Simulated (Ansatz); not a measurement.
# CuHO: the cost of one run

Computed with Ansatz 0.2.0, Gaussian basis. Level: PBE0-D4/def2-SVP.

## (1) Starting geometry

The start, a pair relaxed at PBE0-D4: SMILES `[Cu+].[OH-]`, 3 atoms, charge 0, spin multiplicity 1.

Atoms are counted from 1 here; the program's logs count them from 0.

Bond lengths: Cu1–O2 1.785 Å, O2–H3 0.962 Å. Angles: Cu1–O2–H3 108.9°.

Geometry (Å):

```csv
atom,x (Å),y (Å),z (Å)
Cu1,0.0460,0.0394,-1.3277
O2,0.2949,0.2522,0.4270
H3,-0.3410,-0.2916,0.9007
```

## (2) Dynamics

md/in.yaml

```yaml
crystal:
  periodic: [false, false, false]
  atoms:
    - {symbol: Cu, position_ang: [0.046023, 0.039413, -1.327656]}
    - {symbol: O, position_ang: [0.294942, 0.252212, 0.427037]}
    - {symbol: H, position_ang: [-0.340965, -0.291625, 0.900718]}
basis:
  gaussian: {orbitals: def2-SVP}
hamiltonian: {xc: pbe0, dispersion: d4}
md: {n_steps: 60, timestep: 0.5, temperature: 1000, ensemble: nvt_nose_hoover, seed: 27, initial_velocities: maxwell_boltzmann}
```

The run is started by

```bash
$ ansatz run in.yaml --threads 2 --pin off --events-out ev --progress --plain --max-ram 5222MiB
```

**Question.** How long does this run take on 2 threads of Arm Neoverse V2, shared host?

About 41 s.
